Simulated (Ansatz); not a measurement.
# GaPt3: the cost of one run

Method: DFT PBEsol, scalar-relativistic, plane waves, PAW, in Ansatz 0.2.0.

## (1) The system as given

It takes space group Pm-3m (No. 221, cubic). Conventional cell: a = 3.910 Å, b = 3.910 Å, c = 3.910 Å, α = 90.00°, β = 90.00°, γ = 90.00°. Ga (site symmetry m-3m) has 12 Pt at 2.76 Å as nearest neighbours. Pt (site symmetry 4/mmm) has 4 Ga at 2.76 Å and 8 Pt at 2.76 Å as nearest neighbours.

Structure file:

```cif
data_structure
_symmetry_space_group_name_H-M 'Pm-3m'
_symmetry_Int_Tables_number 221
_cell_length_a 3.9099
_cell_length_b 3.9099
_cell_length_c 3.9099
_cell_angle_alpha 90.000
_cell_angle_beta 90.000
_cell_angle_gamma 90.000
_cell_volume 59.77
loop_
_atom_site_label
_atom_site_type_symbol
_atom_site_symmetry_multiplicity
_atom_site_Wyckoff_symbol
_atom_site_fract_x
_atom_site_fract_y
_atom_site_fract_z
_atom_site_occupancy
Ga1 Ga 1 a 0.00000 0.00000 0.00000 1
Pt1 Pt 3 c 0.00000 0.50000 0.50000 1
```

The structure comes from the Materials Project (structure only).

## (2) A single atom displaced

Against the listed cell: atom 2 (Pt) moved by 0.15 Å.

Contents of input.yaml:

```yaml
crystal:
  lattice:
    - [3.90987758, 0.0, 0.0]
    - [0.0, 3.90987758, 0.0]
    - [0.0, 0.0, 3.90987758]
  atoms:
    - { symbol: Ga, position: [0.0, 0.0, 0.0] }
    - { symbol: Pt, position: [0.0383643725, 0.5, 0.5] }
    - { symbol: Pt, position: [0.5, 0.5, 0.0] }
    - { symbol: Pt, position: [0.5, 0.0, 0.5] }
basis:
  ecutwfc: 420
kpoints:
  mp_grid: { grid: [10, 10, 10] }
hamiltonian:
  xc: pbesol
scf:
  occupations: { method: gaussian, width: 0.1 }
output:
  forces: true
  stress: true
  eigenvalues: true
```

Q: Estimate wall time and peak memory on 1 thread of an x86-64 CPU, shared host.

About 12 s, with a peak of 0.5 GiB.
